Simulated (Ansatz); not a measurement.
# C3H5ClSi: the cost of one run

Program: Ansatz 0.2.0. Level of theory: RKS PBE-D4/def2-SVP. These are calculated values, not measurements.

## 1. Starting point

Bond lengths: C1–C2 1.246 Å, C2–C3 1.289 Å, C3–Si4 1.865 Å, C3–Cl5 1.733 Å, C1–H6 1.113 Å, C1–H7 1.111 Å, Si4–H8 1.479 Å, Si4–H9 1.568 Å, Si4–H10 1.428 Å. Angles: C1–C2–C3 179.1°, C2–C1–H6 124.8°, C2–C1–H7 122.1°, H6–C1–H7 112.8°, C2–C3–Si4 119.0°, C2–C3–Cl5 115.9°, Si4–C3–Cl5 124.8°, C3–Si4–H8 110.1°, C3–Si4–H9 108.1°, C3–Si4–H10 115.0°, H8–Si4–H9 106.6°, H8–Si4–H10 109.9°, H9–Si4–H10 106.9°.

As a file:

```xyz
10

C    -0.6509    1.9599   -0.5010
C    -0.3565    0.7500   -0.5547
C    -0.0418   -0.4982   -0.6287
Si    0.6579   -1.3452    0.8786
Cl   -0.1567   -1.2157   -2.2023
H    -0.1953    2.7529   -1.1347
H    -1.4935    2.3355    0.1184
H     0.7476   -2.8025    0.6454
H    -0.3489   -1.1421    2.0633
H     1.9212   -0.8458    1.3186
```

## 2. End point A

Input file input.yaml:

```yaml
crystal:
  periodic: [false, false, false]
  atoms:
    - { symbol: C, position_ang: [-0.6509, 1.9599, -0.501] }
    - { symbol: C, position_ang: [-0.3565, 0.75, -0.5547] }
    - { symbol: C, position_ang: [-0.0418, -0.4982, -0.6287] }
    - { symbol: Si, position_ang: [0.6579, -1.3452, 0.8786] }
    - { symbol: Cl, position_ang: [-0.1567, -1.2157, -2.2023] }
    - { symbol: H, position_ang: [-0.1953, 2.7529, -1.1347] }
    - { symbol: H, position_ang: [-1.4935, 2.3355, 0.1184] }
    - { symbol: H, position_ang: [0.7476, -2.8025, 0.6454] }
    - { symbol: H, position_ang: [-0.3489, -1.1421, 2.0633] }
    - { symbol: H, position_ang: [1.9212, -0.8458, 1.3186] }
basis:
  gaussian: { orbitals: def2-SVP }
hamiltonian:
  xc: pbe
  dispersion: d4
relax:
  f_tol: 0.02
  max_steps: 50
output:
  orbitals: {}
```

Run with:

```sh
$ ansatz run input.yaml --threads 2 --pin off --max-ram 3072MiB --backend cpu --events-out ev --progress --plain --runs-dir out
```

What time and memory should one allow on 2 threads of Intel Xeon Platinum 8488C (Sapphire Rapids), shared host?

About 23 s, with a peak of 0.16 GiB.
